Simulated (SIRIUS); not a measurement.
## HfGe under changes of volume

One of the cells (21.882 Å³/atom); the others are scaled copies at fixed shape and fractional positions:

```xyz
2
Lattice="3.5240 0.0000 0.0000 0.0000 3.5240 0.0000 0.0000 0.0000 3.5240" Properties=species:S:1:pos:R:3 pbc="T T T"
Hf    0.0000    0.0000    0.0000
Ge    1.7620    1.7620    1.7620
```

The cell was built by a generator and needn't be a form met in nature.

- Program: SIRIUS 7.10.0
- Functional: PBE
- Potentials or basis: PseudoDojo 0.4.1 PBE standard (scalar relativistic)
- Cutoff: 1078 eV
- Density cutoff: 4311 eV
- k mesh: 8 × 8 × 8
- Occupations: fermi-dirac, width 0.05 eV
- Spin: no spin polarisation

| volume (Å³/atom) | energy over the lowest point (meV/atom) | pressure (GPa) |
| --- | --- | --- |
| 20.166 | 0.00 | -6.8 |
| 20.595 | 20.68 | -8.5 |
| 21.024 | 45.64 | -10.0 |
| 21.882 | 106.56 | -12.6 |
| 22.311 | ? | ? |
| 22.740 | 179.53 | -14.6 |

Task: What does the run at 22.311 Å³/atom give?

Result: Energy over the lowest point 141.72 meV/atom; pressure -13.6 GPa.

Worked out: A Birch-Murnaghan fit of order 3 (a polynomial in V^(-2/3)) to the other rows has no minimum within the range. It gives 141.71 meV/atom at 22.311 Å³/atom, against the run's 141.72, and -dE/dV = -13.6 GPa, against -13.6.

Energies are extrapolated to zero smearing.
